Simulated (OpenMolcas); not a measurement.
# Cu³⁺ among point charges: CASSCF and CASPT2 levels and susceptibility

How does a field of 2 point charges split the states of Cu³⁺, and what χT follows?

Method: state-averaged CASSCF and CASPT2, spin-orbit coupling by RASSI with atomic mean-field integrals. Code: OpenMolcas 26.06.

## Step 1: The system

| Property | Result |
| --- | --- |
| Species | Cu³⁺ (copper, Z = 29, 26 electrons) |
| Basis | ANO-RCC-VDZP [5s4p2d1f], 34 functions |
| Scalar Hamiltonian | DKH2, point nucleus |
| Inactive shells | 1s 2s 2p 3s 3p |
| Active space | 8 electrons in 5 orbitals (3d) |
| Some configurations of this space | 3d⁸ |
| Orbitals | optimised for each spin and parity, averaged over all roots |

The outer shells:

3d8
```
3d [↑↓][↑↓][↑↓][↑ ][↑ ]
```

The ion sits among 2 point charges of -1.95 e arranged as a linear pair (D∞h), 2.13 Å from the ion.

Each step is its own input file, run in one work folder so that later steps find the files of earlier ones. Labels, J, g values, rates, χT and fits are worked out afterwards by a script from the matrices that RASSI stores. The input lists half of the charges; inversion (Group=XYZ) makes the rest.

## Step 2: Basis and integrals

File a.inp:

```
&GATEWAY
Coord
1

Cu 0.0 0.0 0.0
Basis=ANO-RCC-VDZP
Group=XYZ
NoMove
AngMom=0.0 0.0 0.0
AMFI
XField
1 Angstrom 0
0.000000 0.000000 2.130000 -1.950000
&SEWARD
```

Launch:

```bash
OMP_NUM_THREADS=1 MOLCAS_MEM=1689 MOLCAS_PROJECT=a pymolcas a.inp > a.log
```

## Step 3: CASSCF: triplets of even parity, 10 roots

File a.inp:

```
&RASSCF
FileOrb=start.orb
Symmetry=1
Spin=3
nActEl=8 0 0
Inactive=3 6
Ras2=5 0
CIRoot=10 10 1
SDav=10
CIMx=300
Iter=120 100
PrWF=0.3
OrbListing=Nothing
MaxOrb=0
>>> COPY $Project.JobIph JOB001
```

start.orb holds the contracted functions of the basis, ordered by shell, or the orbitals of the step before.

## Step 4: CASSCF: singlets of even parity, 15 roots

File a.inp:

```
&RASSCF
FileOrb=start.orb
Symmetry=1
Spin=1
nActEl=8 0 0
Inactive=3 6
Ras2=5 0
CIRoot=15 15 1
SDav=15
CIMx=300
Iter=120 100
PrWF=0.3
OrbListing=Nothing
MaxOrb=0
>>> COPY $Project.JobIph JOB002
```

## Step 5: State interaction with spin-orbit coupling

File a.inp:

```
&RASSI
NrOfJobIphs=2 10 15
1 2 3 4 5 6 7 8 9 10
1 2 3 4 5 6 7 8 9 10 11 12 13 14 15
IphNames
JOB001
JOB002
EJob
SpinOrbit
DIPRint=1.0
SOCoupling=1000.0
Subsets=2
Property=9
'ANGMOM' 1 'ANGMOM' 2 'ANGMOM' 3 'MLTPL  1' 1 'MLTPL  1' 2 'MLTPL  1' 3
'AMFI' 1 'AMFI' 2 'AMFI' 3
SOProperty=3
'ANGMOM' 1 'ANGMOM' 2 'ANGMOM' 3
```

## Step 6: CASPT2: IPEA 0.25, imaginary shift 0.1 (closed shells correlated: 3s 3p)

File a.inp:

```
>>> COPY JOB001 $Project.JobIph
&CASPT2
Multistate=10 1 2 3 4 5 6 7 8 9 10
NoMult
Frozen=2 3
IPEA=0.25
Imaginary=0.1
MaxIter=60
WThr=0.0 0.3 0.05
PrWF=0.5
NoMix
>>> COPY JOB002 $Project.JobIph
&CASPT2
Multistate=15 1 2 3 4 5 6 7 8 9 10 11 12 13 14 15
NoMult
Frozen=2 3
IPEA=0.25
Imaginary=0.1
MaxIter=60
WThr=0.0 0.3 0.05
PrWF=0.5
NoMix
```

(Steps that only read results are left out.)

What does the calculation give? Wanted: spin-free ground state; first state of the same spin within the active space; lowest level; next level.

**Answer**, as computed:

```
                                            quantity                                                                        value
                                              method  SS-CASPT2, IPEA 0.25, imaginary shift 0.1 (closed shells correlated: 3s 3p)
                              spin-free ground state                                              3Pi, 2-fold in its orbital part
first state of the same spin within the active space                                                           3Sigma at 476 cm⁻¹
                                        lowest level                                                                       1-fold
                                          next level                                                                    70.7 cm⁻¹
                                         χT at 300 K                                                               3.44 cm³ K/mol
                           effective moment at 300 K                                                                      5.25 μB
```

Cost by method:

| method | time of its own steps | time with the reference |
| --- | --- | --- |
| A. CASSCF | 2.9 s | 2.9 s |
| B. SS-CASPT2, IPEA 0.25, imaginary shift 0.1, +3s 3p | 1 s | 3.9 s |

Times are of one thread on a shared host.

In words: The spin-free ground state (3Pi) comes to 97 % from free-ion F terms and keeps the highest spin of the shell. χT at 300 K is 3.44, against 1.00 cm³ K/mol for the spin alone, so orbital moment adds to it. CASPT2 does not keep the components of a term degenerate, and the means are used. The field of point charges can differ much from that of real complexes. This is an electrostatic model: the charges have no orbitals.
